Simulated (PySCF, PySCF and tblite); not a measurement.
# C₃H₁₀FPSi₂: a scan of pyramidal angle, part 3 of 3

PySCF and tblite. Atoms count from 0. The steps go on from the part before.

## Step 11: Shieldings, coordinate held at -21.6: PBE0/pcSseg-1

What the job is given:

```
{"job": {"kind": "nmr", "xc": "PBE0", "basis": "pcSseg-1", "every": 1, "grid": 0, "pop": false}, "charge": 0, "multiplicity": 1}
F      2.986230    -1.584932    -1.539034
Si     2.122906    -0.813346    -0.412566
P      2.435092     1.280618    -1.003708
Si    -0.112791    -1.339759    -0.722588
C     -1.156956    -0.399338     0.533194
C     -2.513539     0.127141     0.159172
C     -1.377913     1.076322     0.342384
H      2.836845    -1.272004     0.785669
H      3.633098     1.895418    -1.191404
H      1.634269     2.222310    -0.440369
H     -0.599548    -1.005648    -2.068785
H     -0.351206    -2.777960    -0.523383
H     -1.060833    -0.719605     1.565091
H     -3.294746     0.112002     0.905039
H     -2.873361    -0.051857    -0.842507
H     -1.375919     1.716675     1.212576
H     -0.960845     1.545067    -0.537669
```

Log:

```text
final grid: 15416 points
cycle   1  E = -1139.7225063112  dE =  6.721e-01  |g| = 6.160e-01  |ddm| = 3.719e+00
cycle   2  E = -1139.6441141304  dE =  7.839e-02  |g| = 9.457e-01  |ddm| = 1.481e+00
cycle   3  E = -1139.7971358874  dE = -1.530e-01  |g| = 6.503e-02  |ddm| = 9.518e-01
cycle   4  E = -1139.7977691421  dE = -6.333e-04  |g| = 3.575e-02  |ddm| = 9.428e-02
cycle   5  E = -1139.7980549125  dE = -2.858e-04  |g| = 5.829e-03  |ddm| = 3.935e-02
cycle   6  E = -1139.7980628688  dE = -7.956e-06  |g| = 2.008e-03  |ddm| = 8.209e-03
cycle   7  E = -1139.7980637439  dE = -8.750e-07  |g| = 4.068e-04  |ddm| = 2.548e-03
cycle   8  E = -1139.7980637903  dE = -4.646e-08  |g| = 1.199e-04  |ddm| = 6.578e-04
cycle   9  E = -1139.7980637938  dE = -3.466e-09  |g| = 3.069e-05  |ddm| = 1.566e-04
cycle  10  E = -1139.7980637941  dE = -2.965e-10  |g| = 6.689e-06  |ddm| = 5.929e-05
converged SCF energy = -1139.7980637941

GIAO shielding tensors (ppm)
atom      isotropic    diamagn.    paramagn.     s11        s22        s33       span
  0 F      401.425     462.539     -61.114    353.398    388.198    462.679    109.281
  1 Si     327.890     875.919    -548.029    267.781    314.018    401.871    134.091
  2 P      582.350     971.124    -388.774    482.869    586.096    678.084    195.216
  3 Si     407.000     881.414    -474.414    365.853    394.395    460.751     94.898
  4 C      197.058     255.277     -58.219    169.711    188.461    233.002     63.291
  5 C      179.895     255.606     -75.711    149.203    175.915    214.568     65.366
  6 C      183.498     250.835     -67.337    154.837    178.352    217.307     62.471
  7 H       24.951      28.275      -3.324     22.050     23.237     29.567      7.517
  8 H       29.208      30.024      -0.816     23.078     25.896     38.649     15.571
  9 H       30.025      33.615      -3.591     23.560     28.662     37.852     14.292
 10 H       28.206      30.343      -2.137     24.894     26.851     32.871      7.977
 11 H       27.238      29.164      -1.926     23.310     25.430     32.975      9.665
 12 H       32.265      32.859      -0.593     25.129     28.328     43.339     18.210
 13 H       30.938      30.697       0.241     24.777     26.415     41.622     16.845
 14 H       31.430      31.813      -0.383     24.989     28.938     40.363     15.375
 15 H       31.192      31.379      -0.187     25.448     26.896     41.233     15.785
 16 H       31.702      32.996      -1.294     26.434     28.413     40.258     13.824
```

Wall time 14 s (1 thread of Arm Neoverse V1, shared host); peak memory 0.9 GiB.

Key values: HOMO -6.35 eV, LUMO -1.17 eV; dipole 2.86 D.

The input is unsound on purpose (integration grid far too coarse), so these values are not to be used.

## Step 12: Shieldings, coordinate held at 21.9: PBE0/pcSseg-1

What the job is given:

```
{"job": {"kind": "nmr", "xc": "PBE0", "basis": "pcSseg-1", "every": 1, "grid": 0, "pop": false}, "charge": 0, "multiplicity": 1}
F      2.927803    -1.559114    -1.525157
Si     2.085018    -0.759722    -0.403610
P      2.814462     1.303289    -0.696724
Si    -0.132131    -1.401246    -0.711539
C     -1.192128    -0.418455     0.499890
C     -2.537797     0.113753     0.098219
C     -1.394873     1.055516     0.277128
H      2.778092    -1.091032     0.839875
H      2.768841     1.979597    -1.876009
H      2.564552     2.234028     0.262392
H     -0.625863    -1.123200    -2.071334
H     -0.363286    -2.832419    -0.459328
H     -1.113112    -0.715622     1.539694
H     -3.327615     0.120915     0.834937
H     -2.886446    -0.082069    -0.904262
H     -1.397115     1.711474     1.135457
H     -0.961584     1.504498    -0.604961
```

Log:

```text
final grid: 15416 points
cycle   1  E = -1139.7221933349  dE =  6.550e-01  |g| = 6.157e-01  |ddm| = 3.717e+00
cycle   2  E = -1139.6440710231  dE =  7.812e-02  |g| = 9.441e-01  |ddm| = 1.403e+00
cycle   3  E = -1139.7972134092  dE = -1.531e-01  |g| = 6.645e-02  |ddm| = 8.797e-01
cycle   4  E = -1139.7978946930  dE = -6.813e-04  |g| = 3.584e-02  |ddm| = 9.539e-02
cycle   5  E = -1139.7981812144  dE = -2.865e-04  |g| = 6.032e-03  |ddm| = 3.876e-02
cycle   6  E = -1139.7981901757  dE = -8.961e-06  |g| = 1.998e-03  |ddm| = 9.666e-03
cycle   7  E = -1139.7981910294  dE = -8.538e-07  |g| = 4.273e-04  |ddm| = 2.470e-03
cycle   8  E = -1139.7981910813  dE = -5.186e-08  |g| = 1.139e-04  |ddm| = 7.408e-04
cycle   9  E = -1139.7981910845  dE = -3.254e-09  |g| = 3.004e-05  |ddm| = 1.638e-04
cycle  10  E = -1139.7981910848  dE = -2.597e-10  |g| = 8.638e-06  |ddm| = 6.174e-05
converged SCF energy = -1139.7981910848

GIAO shielding tensors (ppm)
atom      isotropic    diamagn.    paramagn.     s11        s22        s33       span
  0 F      398.329     463.291     -64.962    336.159    414.463    444.364    108.205
  1 Si     328.172     875.538    -547.366    261.271    313.770    409.474    148.203
  2 P      579.988     968.510    -388.522    480.100    591.129    668.736    188.636
  3 Si     411.181     881.273    -470.092    364.546    400.002    468.995    104.448
  4 C      196.938     255.441     -58.503    170.470    187.869    232.475     62.005
  5 C      180.658     255.791     -75.133    148.463    176.334    217.177     68.714
  6 C      183.052     250.114     -67.063    152.976    178.260    217.918     64.942
  7 H       25.319      28.867      -3.547     22.665     23.925     29.369      6.704
  8 H       29.567      30.749      -1.182     24.595     26.186     37.919     13.324
  9 H       29.853      31.567      -1.714     24.393     27.237     37.929     13.535
 10 H       28.297      30.621      -2.324     24.783     27.084     33.024      8.241
 11 H       27.227      29.233      -2.006     23.315     25.431     32.934      9.619
 12 H       32.235      33.021      -0.787     25.140     28.282     43.282     18.142
 13 H       30.961      30.820       0.142     24.832     26.515     41.537     16.706
 14 H       31.441      31.971      -0.530     25.039     28.852     40.434     15.395
 15 H       31.071      31.498      -0.428     25.432     26.701     41.079     15.647
 16 H       31.267      32.885      -1.617     25.924     28.034     39.844     13.920
```

It took 14 s on 1 thread of Arm Neoverse V1, shared host; peak memory 0.9 GiB.

This run: HOMO -6.30 eV, LUMO -0.98 eV; dipole 3.00 D.

The input is unsound on purpose (integration grid far too coarse), so these values are not to be used.

## Step 13: Shieldings, coordinate held at 52.3: PBE0/pcSseg-1

What the job is given:

```
{"job": {"kind": "nmr", "xc": "PBE0", "basis": "pcSseg-1", "every": 1, "grid": 0, "pop": false}, "charge": 0, "multiplicity": 1}
F      3.055364    -1.681080    -1.406040
Si     2.209693    -0.770822    -0.362009
P      2.946252     1.324220    -0.711586
Si    -0.028025    -1.275295    -0.754312
C     -1.089394    -0.329689     0.485081
C     -2.470379     0.130529     0.113865
C     -1.373181     1.130454     0.259889
H      2.801620    -1.182163     0.913857
H      2.090813     1.593699    -1.768300
H      2.077472     1.884463     0.209076
H     -0.457041    -0.870318    -2.105318
H     -0.330813    -2.708036    -0.621964
H     -0.968835    -0.615230     1.524462
H     -3.242621     0.099504     0.868100
H     -2.830843    -0.088359    -0.879612
H     -1.387370     1.792035     1.113711
H     -0.990298     1.596654    -0.636305
```

Log:

```text
final grid: 15416 points
cycle   1  E = -1139.7505442640  dE =  5.869e-01  |g| = 6.158e-01  |ddm| = 3.664e+00
cycle   2  E = -1139.6695834776  dE =  8.096e-02  |g| = 9.522e-01  |ddm| = 1.436e+00
cycle   3  E = -1139.8242553466  dE = -1.547e-01  |g| = 6.081e-02  |ddm| = 9.139e-01
cycle   4  E = -1139.8247602122  dE = -5.049e-04  |g| = 3.625e-02  |ddm| = 8.745e-02
cycle   5  E = -1139.8250601826  dE = -3.000e-04  |g| = 5.080e-03  |ddm| = 3.731e-02
cycle   6  E = -1139.8250662260  dE = -6.043e-06  |g| = 1.817e-03  |ddm| = 7.866e-03
cycle   7  E = -1139.8250669749  dE = -7.489e-07  |g| = 3.681e-04  |ddm| = 2.222e-03
cycle   8  E = -1139.8250670109  dE = -3.600e-08  |g| = 1.126e-04  |ddm| = 5.837e-04
cycle   9  E = -1139.8250670141  dE = -3.231e-09  |g| = 2.308e-05  |ddm| = 1.530e-04
cycle  10  E = -1139.8250670143  dE = -1.387e-10  |g| = 7.440e-06  |ddm| = 4.244e-05
converged SCF energy = -1139.8250670143

GIAO shielding tensors (ppm)
atom      isotropic    diamagn.    paramagn.     s11        s22        s33       span
  0 F      411.769     463.338     -51.569    355.852    431.894    447.560     91.708
  1 Si     311.944     876.766    -564.822    223.499    298.689    413.643    190.144
  2 P      594.144     968.198    -374.054    530.144    608.705    643.585    113.441
  3 Si     405.735     881.523    -475.788    363.373    394.548    459.282     95.909
  4 C      196.541     254.980     -58.439    169.875    188.208    231.540     61.665
  5 C      180.781     255.449     -74.667    149.775    176.424    216.146     66.371
  6 C      182.642     250.588     -67.947    152.900    177.866    217.159     64.259
  7 H       25.488      29.232      -3.744     22.953     24.314     29.196      6.243
  8 H       30.237      32.473      -2.235     26.022     27.752     36.938     10.916
  9 H       30.757      33.418      -2.662     25.703     28.565     38.002     12.299
 10 H       28.360      30.877      -2.517     25.184     27.018     32.880      7.696
 11 H       27.151      29.395      -2.244     23.186     25.399     32.868      9.682
 12 H       32.249      33.031      -0.782     25.106     28.441     43.200     18.095
 13 H       30.936      30.734       0.202     24.769     26.468     41.571     16.803
 14 H       31.441      31.834      -0.393     25.005     28.877     40.441     15.436
 15 H       31.108      31.172      -0.065     25.520     26.597     41.206     15.686
 16 H       31.614      32.738      -1.124     26.459     28.423     39.961     13.501
```

It took 14 s on 1 thread of Arm Neoverse V1, shared host; peak memory 0.9 GiB.

Key values: HOMO -7.40 eV, LUMO -0.80 eV; dipole 3.20 D.

The input is unsound on purpose (integration grid far too coarse), so these values are not to be used.

## Step 14: The scan in numbers

What the job is given:

```
{"job": {"smiles": "F[SiH](P)[SiH2]C1CC1", "charge": 0, "mult": 1, "motion": "pyramidal angle", "what": "phosphorus", "atoms": [2], "drives": [{"terms": [["t", [9, 1, 8, 2], 0.3333333333333333], ["t", [1, 8, 9, 2], 0.3333333333333333], ["t", [8, 9, 1, 2], 0.3333333333333333]], "values": [-1.3, -1, -0.7, -0.35, 0, 0.35, 0.7, 1, 1.3], "scaled": true}], "study": "scan", "seed": 850, "jobs": [{"kind": "nmr", "xc": "PBE0", "basis": "pcSseg-1", "every": 1, "bad": "integration grid far too coarse", "grid": 0}], "xc": "PBE0", "basis": "pcSseg-1", "kind": "scan"}, "charge": 0, "multiplicity": 1}
F      3.049653    -1.683749    -1.407398
Si     2.207171    -0.771576    -0.362689
P      2.942900     1.323707    -0.713803
Si    -0.029834    -1.276089    -0.753510
C     -1.089485    -0.331331     0.487582
C     -2.469824     0.129826     0.115380
C     -1.372009     1.129016     0.261671
H      2.799321    -1.183933     0.912806
H      2.084250     1.593584    -1.767715
H      2.076436     1.882050     0.210522
H     -0.459706    -0.870498    -2.103748
H     -0.328108    -2.709393    -0.622156
H     -0.969530    -0.617277     1.526882
H     -3.242673     0.101118     0.869125
H     -2.830650    -0.089181    -0.877944
H     -1.387820     1.791183     1.115139
H     -0.987090     1.594575    -0.634126
```

Log:

```text
coordinate    xTB      DFT (kcal/mol)
   -60.20    5.210    4.393
   -52.30    0.562    0.572
   -40.30    5.425    4.872
   -21.60   17.822   16.863
     0.40   26.169   25.078
    21.90   18.213   17.090
    40.50    5.044    4.467
    52.30    0.000    0.000
    60.10    4.666    3.875
```

Wall time 2.4 min (1 thread of Arm Neoverse V1, shared host); peak memory 0.91 GiB. This counts the whole study up to here.

Shieldings (ppm) of atoms that vary much, hydrogens weighed ten times:

| coordinate (°) | DFT energy (kcal/mol) | P2 | Si1 | F0 | H9 | H8 |
| --- | --- | --- | --- | --- | --- | --- |
| -60.2 | 4.39 | 643.1 | 302.9 | 399.3 | 31.74 | 30.12 |
| -52.3 | 0.57 | 597.0 | 310.3 | 412.8 | 30.80 | 29.82 |
| -40.3 | 4.87 | 570.8 | 318.9 | 414.7 | 30.02 | 29.42 |
| -21.6 | 16.86 | 582.3 | 327.9 | 401.4 | 30.02 | 29.21 |
| 0.4 | 25.08 | 619.2 | 330.8 | 388.3 | 30.61 | 29.58 |
| 21.9 | 17.09 | 580.0 | 328.2 | 398.3 | 29.85 | 29.57 |
| 40.5 | 4.47 | 565.4 | 319.9 | 411.6 | 29.91 | 29.75 |
| 52.3 | 0.00 | 594.1 | 311.9 | 411.8 | 30.76 | 30.24 |
| 60.1 | 3.88 | 641.2 | 305.4 | 401.0 | 31.78 | 30.72 |

## Step 15: Results

This closing draws on all 3 parts.

| quantity | value |
| --- | --- |
| xTB energy range | 26.17 kcal/mol |

A DFT level was unsound on purpose, so the values from it are not to be used.
